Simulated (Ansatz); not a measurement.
# C2H7FSiSn: a nudged elastic band in two tries

The task is a band of images between two relaxed ends. SMILES of the start: C=C[SiH](F)[SnH3].

Method: RKS PBE/def2-SVP, in Ansatz 0.2.0.

### Step 1. Starting point

Bond lengths: C1–C2 1.350 Å, C2–Si3 1.870 Å, Si3–F4 1.651 Å, Si3–Sn5 2.592 Å, C1–H6 1.105 Å, C1–H7 1.104 Å, C2–H8 1.107 Å, Si3–H9 1.506 Å, Sn5–H10 1.731 Å, Sn5–H11 1.729 Å, Sn5–H12 1.730 Å. Angles (14 of 18 angles, heavy atoms first): C1–C2–Si3 122.4°, C2–Si3–F4 110.1°, C2–Si3–Sn5 111.8°, F4–Si3–Sn5 106.3°, C1–C2–H8 118.6°, Si3–C2–H8 118.9°, C2–C1–H6 121.8°, C2–C1–H7 122.2°, C2–Si3–H9 108.5°, F4–Si3–H9 108.0°, Sn5–Si3–H9 112.1°, Si3–Sn5–H10 110.9°, Si3–Sn5–H11 111.4°, Si3–Sn5–H12 110.4°.

Coordinates:

```xyz
12

C    -2.0741    0.5007    1.2248
C    -1.4582    0.0559    0.1092
Si    0.1344   -0.9216    0.1674
F    -0.0522   -2.3602   -0.6211
Sn    2.0679    0.3188   -1.0333
H    -1.6925    0.2649    2.2343
H    -2.9863    1.1215    1.1861
H    -1.8876    0.3218   -0.8755
H     0.4592   -1.2195    1.6078
H     2.4921    1.7673   -0.1867
H     3.4803   -0.6731   -1.1432
H     1.5941    0.7684   -2.6358
```

### Step 2. First try

The input, input.yaml:

```yaml
crystal:
  periodic: [false, false, false]
  atoms:
    - { symbol: C, position_ang: [-2.074061, 0.500699, 1.22485] }
    - { symbol: C, position_ang: [-1.458217, 0.055897, 0.10925] }
    - { symbol: Si, position_ang: [0.134359, -0.921613, 0.167354] }
    - { symbol: F, position_ang: [-0.052202, -2.360215, -0.621148] }
    - { symbol: Sn, position_ang: [2.067874, 0.318765, -1.033342] }
    - { symbol: H, position_ang: [-1.692492, 0.264851, 2.234343] }
    - { symbol: H, position_ang: [-2.986311, 1.121509, 1.186068] }
    - { symbol: H, position_ang: [-1.887622, 0.321793, -0.875477] }
    - { symbol: H, position_ang: [0.459234, -1.219493, 1.607794] }
    - { symbol: H, position_ang: [2.492071, 1.767312, -0.186665] }
    - { symbol: H, position_ang: [3.480279, -0.673134, -1.143224] }
    - { symbol: H, position_ang: [1.594088, 0.76843, -2.635804] }
basis:
  gaussian: { orbitals: def2-SVP }
hamiltonian:
  xc: pbe
neb:
  order_check: false
  images: 8
  f_tol: 0.03
  max_iterations: 8
  climbing: false
  final_atoms:
    - { symbol: C, position_ang: [-1.76089817, 0.93666971, 0.48901134] }
    - { symbol: C, position_ang: [-1.50422701, -0.3773603, 0.65102063] }
    - { symbol: Si, position_ang: [0.11389388, -1.21093783, 0.20393335] }
    - { symbol: F, position_ang: [-0.16951334, -2.36276683, -0.94733021] }
    - { symbol: Sn, position_ang: [1.87389531, 0.43458397, -0.75180708] }
    - { symbol: H, position_ang: [-1.02104657, 1.63049878, 0.04988063] }
    - { symbol: H, position_ang: [-2.72141035, 1.38950934, 0.79046109] }
    - { symbol: H, position_ang: [-2.29598985, -1.01240662, 1.09430171] }
    - { symbol: H, position_ang: [0.64773664, -1.95026278, 1.40454279] }
    - { symbol: H, position_ang: [2.40477358, 1.57666625, 0.43633109] }
    - { symbol: H, position_ang: [3.26183745, -0.44179543, -1.29379713] }
  initial_path: idpp
```

On the command line:

```sh
$ ansatz run input.yaml --threads 2 --pin off --max-ram 3072MiB --backend cpu --events-out ev --progress --plain --runs-dir out
```

**Question.** What will these runs give? Wanted: first try.

The runs gave:

```
 quantity                                               value
first try                                             refused
    cause  the second end lists one atom fewer than the first
```

In words: The fault in the first input was caught at the input check and cost nothing.
